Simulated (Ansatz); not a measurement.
# CH8BPSi: single point from an input written key by key

Aim: a single point from an input written key by key, for CH8BPSi, run from a script. SMILES: BP[SiH2]C.

All numbers are computed with Ansatz 0.2.0, driven from Python. Level of theory: MP2/def2-SVP.

## Step 1: Starting point

Bond lengths: B1–P2 1.929 Å, P2–Si3 2.208 Å, Si3–C4 1.866 Å, B1–H5 1.181 Å, B1–H6 1.181 Å, P2–H7 1.453 Å, Si3–H8 1.471 Å, Si3–H9 1.470 Å, C4–H10 1.109 Å, C4–H11 1.109 Å, C4–H12 1.109 Å. Angles (14 of 18 angles, heavy atoms first): B1–P2–Si3 93.8°, P2–Si3–C4 109.3°, B1–P2–H7 94.5°, Si3–P2–H7 94.5°, P2–B1–H5 120.0°, P2–B1–H6 120.1°, P2–Si3–H8 109.7°, P2–Si3–H9 109.5°, C4–Si3–H8 109.3°, C4–Si3–H9 109.5°, Si3–C4–H10 109.4°, Si3–C4–H11 109.4°, Si3–C4–H12 109.4°, H5–B1–H6 119.9°.

input.yaml, read by the script:

```yaml
crystal:
  periodic: [false, false, false]
  atoms:
    - { symbol: B, position_ang: [2.5044, 0.4524, 0.2256] }
    - { symbol: P, position_ang: [0.8641, 0.4523, 1.2402] }
    - { symbol: Si, position_ang: [-0.3097, -0.486, -0.3771] }
    - { symbol: C, position_ang: [-2.1262, -0.3778, 0.036] }
    - { symbol: H, position_ang: [3.0821, -0.5604, 0.0376] }
    - { symbol: H, position_ang: [2.9169, 1.4601, -0.2318] }
    - { symbol: H, position_ang: [0.5025, 1.8097, 0.8702] }
    - { symbol: H, position_ang: [-0.057, 0.2159, -1.6444] }
    - { symbol: H, position_ang: [0.0795, -1.8976, -0.5097] }
    - { symbol: H, position_ang: [-2.3199, -0.9076, 0.9912] }
    - { symbol: H, position_ang: [-2.7181, -0.8486, -0.7754] }
    - { symbol: H, position_ang: [-2.4186, 0.6875, 0.1376] }
basis:
  gaussian: { orbitals: def2-SVP }
correlation:
  method: mp2
output:
  forces: true
```

## Step 2: The script

Contents of ch8bpsi.py:

```python
import ansatz as az
import numpy as np

session = az.Session.from_deck("input.yaml")
rep = session.plan(threads=1).execute().report

print(f"E = {rep['free_energy_ev']:.6f} eV = {rep['free_energy_ev'] / 27.211386246:.7f} Ha")
print("converged:", rep["converged"], " doubts:", rep["published_state_doubts"] or "none")
symbols = ["B", "P", "Si", "C", "H", "H", "H", "H", "H", "H", "H", "H"]
parts = rep["correlation"]
for name in ("random_phase", "coupled_cluster", "perturbative"):
    if name in parts:
        print(f"{name:16s} {parts[name]['energy']['hartree']:12.7f} Ha")
if "second_order" in parts:
    pair = parts["second_order"]
    print(f"MP2 same spin {pair['same_spin']['hartree']:.7f} Ha, opposite spin {pair['opposite_spin']['hartree']:.7f} Ha")

print("forces (eV/A)")
for symbol, f in zip(symbols, rep["forces_ev_ang"]):
    print(f"  {symbol:2s} {f[0]:9.4f} {f[1]:9.4f} {f[2]:9.4f}")
charges = rep["charge_distribution"]
dipole = np.array(charges["dipole_moment_e_ang"]) * 4.803205
print("dipole (D): {:.3f} {:.3f} {:.3f}, length {:.3f}".format(*dipole, np.linalg.norm(dipole)))
print("atom  Mulliken   Lowdin")
for symbol, m, l in zip(symbols, charges["mulliken_charges_e"], charges["lowdin_charges_e"]):
    print(f"{symbol:4s} {m:9.3f} {l:8.3f}")
```

## Step 3: The run

On the command line:

```bash
python ch8bpsi.py
```

Q: Predict the main results. Wanted: total energy; largest force; dipole moment.

The runs gave:

| quantity | value |
| --- | --- |
| total energy | -18968.5063 eV |
| largest force | 1.497 eV/Å |
| dipole moment | 1.08 D |

What this shows: Forces reach 1.50 eV/Å, so the atoms aren't at rest. What to keep in mind:
- The geometry is a force-field or estimated start, not a minimum of this method, and the basis set is short of its limit.
- The Löwdin charges here are taken after orthogonalising the functions within each atom; they differ from plain Löwdin charges, and their signs can be unphysical.
